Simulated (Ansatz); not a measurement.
# SiAsH4+ (singlet): wave-function methods side by side, cc-pVTZ

How much of the correlation energy of SiAsH4+ (singlet) does each wave-function method recover here?

The runs use Ansatz 0.2.0, Gaussian basis; cc-pVTZ, core rule «outside noble gas», up to 19 orbitals frozen.

Plan: UHF; CCSD(T) on RHF; CCSD(T) on UHF; BCCD(T) on RHF; CCSDT(Q) on RHF; CCSDT(Q) on UHF.

5 further runs of the same task are left out: 5 set aside as unsound or not needed.

**1. The system**

The geometry is a PBE0/def2-TZVP stationary point (not a proven minimum) of the parent state, kept for this charge and spin. No spin-orbit coupling is included. The filled d shell of As may be among the frozen orbitals whatever the setting's name suggests; the logs give the count.

6 atoms, charge 1, spin multiplicity 1.

Atoms are counted from 1 here; the program's logs count them from 0.

Bond lengths: Si1–As2 2.356 Å, Si1–H3 1.492 Å, Si1–H4 1.492 Å, As2–H5 1.521 Å, As2–H6 1.521 Å. Angles: As2–Si1–H3 109.0°, As2–Si1–H4 109.0°, H3–Si1–H4 108.3°, Si1–As2–H5 93.9°, Si1–As2–H6 93.9°, H5–As2–H6 93.1°.

**2. UHF**

in.yaml

```yaml
crystal:
  periodic: [false, false, false]
  atoms:
    - {symbol: Si, position_ang: [-0.124629, 0.000001, 1.681959]}
    - {symbol: As, position_ang: [0.057778, 0.000000, -0.667422]}
    - {symbol: H, position_ang: [0.561776, -1.209969, 2.222531]}
    - {symbol: H, position_ang: [0.561775, 1.209971, 2.222530]}
    - {symbol: H, position_ang: [-0.972792, -1.104005, -0.850585]}
    - {symbol: H, position_ang: [-0.972793, 1.104003, -0.850586]}
basis:
  gaussian: {orbitals: cc-pVTZ}
total_charge: 1
magnetization: {spin_polarized: true, initial_magnetization: 0}
hamiltonian: {xc: hf}
output: {orbitals: {seedname: orbitals}}
```

On the command line:

```console
ansatz run in.yaml --threads 1 --pin off --events-out ev --progress --plain --max-ram 4096MiB --backend cpu
```

Further steps of the session: CCSD(T) on RHF; CCSD(T) on UHF; BCCD(T) on RHF; CCSDT(Q) on RHF; CCSDT(Q) on UHF.

Before running them: what should the planned runs give, taken together? Wanted: RCCSDT(Q) below the RHF energy; RMP2 from RCCSDT(Q); UMP2 from RCCSDT(Q); RCCSD from RCCSDT(Q); RCCSD(T) from RCCSDT(Q); UCCSD(T) from RCCSDT(Q); UCCSDT(Q) from RCCSDT(Q); T1 diagnostic.

As calculated:

| quantity | value |
| --- | --- |
| RCCSDT(Q) below the RHF energy | -8.2503 eV |
| RMP2 from RCCSDT(Q) | +1524.6 meV |
| UMP2 from RCCSDT(Q) | +1800.2 meV |
| RCCSD from RCCSDT(Q) | +398.0 meV |
| RCCSD(T) from RCCSDT(Q) | +65.1 meV |
| UCCSD(T) from RCCSDT(Q) | +89.5 meV |
| UCCSDT(Q) from RCCSDT(Q) | +0.4 meV |
| levels within 1 kcal/mol (43 meV) | RCCSDT, UCCSDT, UCCSDT(Q) |
| T1 diagnostic | 0.025 |

RCCSD(T) lands +65.1 meV from the yardstick (0.8 % of the correlation energy). CCSD(T) misses by +65.1 meV on the restricted determinant and by +89.5 meV on the unrestricted one; the two need not hold the same state or core. These misses are within one basis, not against nature.
